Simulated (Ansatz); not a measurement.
This was printed by a script on Ansatz's Python interface, for a geometry optimisation of C2H6BNO, SMILES CC1OB1N. What did the script look like? Settings: r2SCAN, def2-SVP basis, multiplicity 1.

```csv
atom,x (Å),y (Å),z (Å)
C,-1.3028,-0.3340,0.4062
C,-0.0121,0.0871,1.0069
O,0.8519,-0.9439,0.9585
B,1.2830,0.1758,0.0107
N,1.6269,0.5885,-1.3999
H,-1.8665,0.6458,0.0438
H,-1.2116,-0.9849,-0.4607
H,-1.9415,-0.7607,1.1606
H,0.0446,0.6923,1.9913
H,1.8106,-0.2768,-1.9005
H,0.7829,1.0538,-1.7964
```

Output of `python run_opt.py`:
```text
step   1  E = -6375.601327 eV  largest force component 5.5641 eV/A
step   2  E = -6377.108530 eV  largest force component 2.1627 eV/A
step   3  E = -6377.647102 eV  largest force component 1.6704 eV/A
step   4  E = -6377.802767 eV  largest force component 0.7873 eV/A
step   5  E = -6377.866257 eV  largest force component 0.3782 eV/A
step   6  E = -6377.855833 eV  largest force component 1.0173 eV/A
step   7  E = -6377.888643 eV  largest force component 0.4633 eV/A
step   8  E = -6377.894419 eV  largest force component 0.1202 eV/A
step   9  E = -6377.896139 eV  largest force component 0.0535 eV/A
step  10  E = -6377.896684 eV  largest force component 0.0212 eV/A
step  11  E = -6377.896710 eV  largest force component 0.0292 eV/A
step  12  E = -6377.896745 eV  largest force component 0.0100 eV/A
converged              True
free_energy_ev         -6377.896754841378
reference_energy_ev    -6377.896754841378
n_frozen               0
n_occupied             [19, 19]
n_virtual              [81, 81]
final positions (A) and the move of each atom
C    -1.55071   -0.32649    0.61249    0.3226
C    -0.14128    0.17283    0.76990    0.2832
O     0.91775   -0.90697    0.64392    0.3235
B     0.94624    0.07310   -0.28560    0.4602
N     1.68255    0.41369   -1.41367    0.1840
H    -2.24693    0.52696    0.55776    0.6504
H    -1.67200   -0.92117   -0.30560    0.4900
H    -1.85611   -0.95116    1.46951    0.3728
H     0.02636    0.76925    1.68009    0.3211
H     2.45893   -0.14798   -1.74327    0.6794
H     1.50059    1.24093   -1.96503    0.7606
```

The script that was run (others could print the same):

`run_opt.py`:
```python
"""Relax the C2H6BNO molecule."""

import ansatz as az
import numpy as np

params = {
    "basis_set": "def2-SVP",
    "functional": "r2scan",
}


def main() -> None:
    mol = (
        az.Crystal.molecule()
        .atom("C", (-1.3028, -0.334, 0.4062))
        .atom("C", (-0.0121, 0.0871, 1.0069))
        .atom("O", (0.8519, -0.9439, 0.9585))
        .atom("B", (1.283, 0.1758, 0.0107))
        .atom("N", (1.6269, 0.5885, -1.3999))
        .atom("H", (-1.8665, 0.6458, 0.0438))
        .atom("H", (-1.2116, -0.9849, -0.4607))
        .atom("H", (-1.9415, -0.7607, 1.1606))
        .atom("H", (0.0446, 0.6923, 1.9913))
        .atom("H", (1.8106, -0.2768, -1.9005))
        .atom("H", (0.7829, 1.0538, -1.7964))
    )

    job = mol.calculation()
    job = job.basis(gaussian=params["basis_set"])
    job = job.functional(params["functional"])
    symbols = [site.symbol for site in mol.cartesian_sites]
    start = np.array([site.position_ang for site in mol.cartesian_sites], dtype=float)
    def progress(event):
        if event["event"] == "relax_step":
            row = event["data"]
            print(f"step {row['step']:3d}  E = {row['lagrangian_ev']:.6f} eV  largest force component {row['allowed_force_max_ev_ang']:.4f} eV/A")


    report = job.relax(force_tolerance=0.01, max_steps=100).session().plan().execute(on_event=progress).report
    end = np.array(report["positions_ang"])

    for key in ("converged", "free_energy_ev", "reference_energy_ev", "n_frozen", "n_occupied", "n_virtual"):
        print(f"{key:22s} {report[key]}")

    print("final positions (A) and the move of each atom")
    for symbol, xyz, old in zip(symbols, end, start):
        print(f"{symbol:2s} {xyz[0]:10.5f} {xyz[1]:10.5f} {xyz[2]:10.5f}   {np.linalg.norm(xyz - old):7.4f}")
    with open("c2h6bno_opt.xyz", "w") as handle:
        handle.write(f"{len(symbols)}\nrelaxed C2H6BNO\n")
        handle.writelines(f"{s:2s} {x:11.6f} {y:11.6f} {z:11.6f}\n" for s, (x, y, z) in zip(symbols, end))


if __name__ == "__main__":
    main()
```

What to keep in mind:
- Total energies depend on the basis set; only differences at equal settings carry meaning.
- The end point is the stationary point reached from this start; no frequency run checks that it is a minimum, and the basis set is modest.
- The whole script took 72 s on 1 thread of Arm Neoverse V1, on a shared host, peak memory 0.24 GiB.

(Lines on the test bed's own set-up are left out of the output.)
